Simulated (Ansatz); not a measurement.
This script for Ansatz 0.2.0 through its Python package starts 3 runs on CH6BNO, SMILES CNBO. What input does the engine get in each?

`ch6bno_methods.py`:
```python
import warnings

import ansatz as az

BASIS_SET = 'cc-pVDZ'

GEOMETRY = '''
C    -1.11100    0.52520   -0.35620
N    -0.52950   -0.70320   -0.01810
B     0.71470   -0.44790    0.77810
O     1.93910    0.29860    0.20200
H    -2.08430    0.36020   -0.96270
H    -1.44710    1.14670    0.54740
H    -0.46130    1.19700   -0.99570
H    -0.20240   -1.15900   -0.91050
H     0.84390   -0.86460    1.92950
H     2.42100   -0.40410   -0.21090
'''

warnings.simplefilter('ignore', az.DeckWarning)

geometry = az.Crystal.molecule()
for line in GEOMETRY.strip().splitlines():
    symbol, *xyz = line.split()
    geometry = geometry.atom(symbol, [float(v) for v in xyz])

job = geometry.calculation().basis(gaussian=BASIS_SET)

methods = ['mp2', 'ccsd', 'ccsd_t']
reports = [job.correlation(m).run().report for m in methods]
print(f'Hartree-Fock reference {reports[0]["reference_energy_ev"] / 27.211386246:.6f} Ha')
best = reports[-1]['free_energy_ev'] - reports[-1]['reference_energy_ev']
for method, each in zip(methods, reports):
    gained = each['free_energy_ev'] - each['reference_energy_ev']
    print(f'{method:8s} total {each["free_energy_ev"] / 27.211386246:.6f} Ha  correlation {gained:9.4f} eV  ({100 * gained / best:.1f} % of the last)')
```

Run 1:
```yaml
crystal:
  periodic: [false, false, false]
  atoms:
    - { symbol: C, position_ang: [-1.111, 0.5252, -0.3562] }
    - { symbol: "N", position_ang: [-0.5295, -0.7032, -0.0181] }
    - { symbol: B, position_ang: [0.7147, -0.4479, 0.7781] }
    - { symbol: O, position_ang: [1.9391, 0.2986, 0.202] }
    - { symbol: H, position_ang: [-2.0843, 0.3602, -0.9627] }
    - { symbol: H, position_ang: [-1.4471, 1.1467, 0.5474] }
    - { symbol: H, position_ang: [-0.4613, 1.197, -0.9957] }
    - { symbol: H, position_ang: [-0.2024, -1.159, -0.9105] }
    - { symbol: H, position_ang: [0.8439, -0.8646, 1.9295] }
    - { symbol: H, position_ang: [2.421, -0.4041, -0.2109] }
basis:
  gaussian:
    orbitals: cc-pVDZ
correlation:
  method: mp2
```

Run 2, against run 1:
```diff
-  method: mp2
+  method: ccsd
```

Run 3, against run 1:
```diff
-  method: mp2
+  method: ccsd_t
```

```console
$ python ch6bno_methods.py
Hartree-Fock reference -195.375142 Ha
mp2      total -195.965894 Ha  correlation  -16.0752 eV  (91.2 % of the last)
ccsd     total -196.006180 Ha  correlation  -17.1714 eV  (97.4 % of the last)
ccsd_t   total -196.023096 Ha  correlation  -17.6317 eV  (100.0 % of the last)
```

Caveats:
- Total energies depend on the basis set; only differences at equal settings carry meaning.
- The geometry is a force-field or estimated start, not a minimum of this method, and the basis set is short of its limit. A lower total doesn't mark the better method: functionals have no common bound, and MP2 and coupled cluster aren't variational.
- Inner cores stay frozen, so this is valence correlation.
- Wall time of the script: 17 s on 1 thread of Arm Neoverse V1, on a shared host, peak memory 0.35 GiB.
